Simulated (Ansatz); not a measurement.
# BaMn2Bi2: the cost of one run

Computed with Ansatz 0.2.0 (DFT PBE, scalar-relativistic, plane waves, PAW, unless a step's input says otherwise).

These runs use a low cutoff (300 eV) and a coarse mesh on purpose, to show what cheap settings give: their numbers aren't properties of the material.

## (1) The starting structure

The structure is tetragonal, space group I4/mmm (No. 139). The conventional cell has a = 4.496 Å, b = 4.496 Å, c = 14.491 Å, α = 90.00°, β = 90.00°, γ = 90.00°. Around Ba (site symmetry 4/mmm) lie 8 Bi at 3.72 Å and 8 Mn at 4.26 Å. Mn (site symmetry -4m2) is surrounded by 4 Bi at 2.81 Å and 4 Mn at 3.18 Å. Bi (site symmetry 4mm) is surrounded by 4 Mn at 2.81 Å.

Coordinates:

```
CELL_PARAMETERS angstrom
-2.24795 2.24795 7.24532
2.24795 -2.24795 7.24532
2.24795 2.24795 -7.24532
ATOMIC_POSITIONS crystal
Ba 0.00000 0.00000 0.00000
Mn 0.25000 0.75000 0.50000
Mn 0.75000 0.25000 0.50000
Bi 0.36673 0.36673 0.00000
Bi 0.63327 0.63327 0.00000
```

This cell comes from an earlier session at PBE: 29.290 Å³/atom at 0.01 GPa, on a 6×6×6 mesh. The large moments point both ways and cancel.

Volume factors to run: 0.980, 1.020, 0.960, 1.040.

## (2) Scaling the volume by 0.980

input.yaml

```yaml
crystal:
  lattice:
    - [-2.2328600664, 2.2328600664, 7.1966936126]
    - [2.2328600664, -2.2328600664, 7.1966936126]
    - [2.2328600664, 2.2328600664, -7.1966936126]
  atoms:
    - { symbol: Ba, position: [0.0, 0.0, 0.0] }
    - { symbol: Mn, position: [0.25, 0.75, 0.5], spin: 4.29 }
    - { symbol: Mn, position: [0.75, 0.25, 0.5], spin: -4.29 }
    - { symbol: Bi, position: [0.3667346612, 0.3667346612, 0.0] }
    - { symbol: Bi, position: [0.6332653388, 0.6332653388, 0.0] }
basis:
  ecutwfc: 300
  ecutrho_ratio: 4
kpoints:
  mp_grid: { grid: [6, 6, 6] }
hamiltonian:
  xc: pbe
scf:
  occupations: { method: gaussian, width: 0.05 }
output:
  forces: true
  stress: true
  eigenvalues: true
  populations: true
magnetization:
  spin_polarized: true
relax:
  f_tol: 0.01
  max_steps: 40
  cell: { stress_tol: 0.1, fix: [volume] }
```

The run is started by

```
$ ansatz run input.yaml --threads 1 --pin off --max-ram 2560MiB --backend cpu --events-out ev --progress --plain --runs-dir out
```

Q: Estimate wall time and peak memory on 1 thread of Arm Neoverse V2, shared host.

About 2.3 min, with a peak of 0.5 GiB.
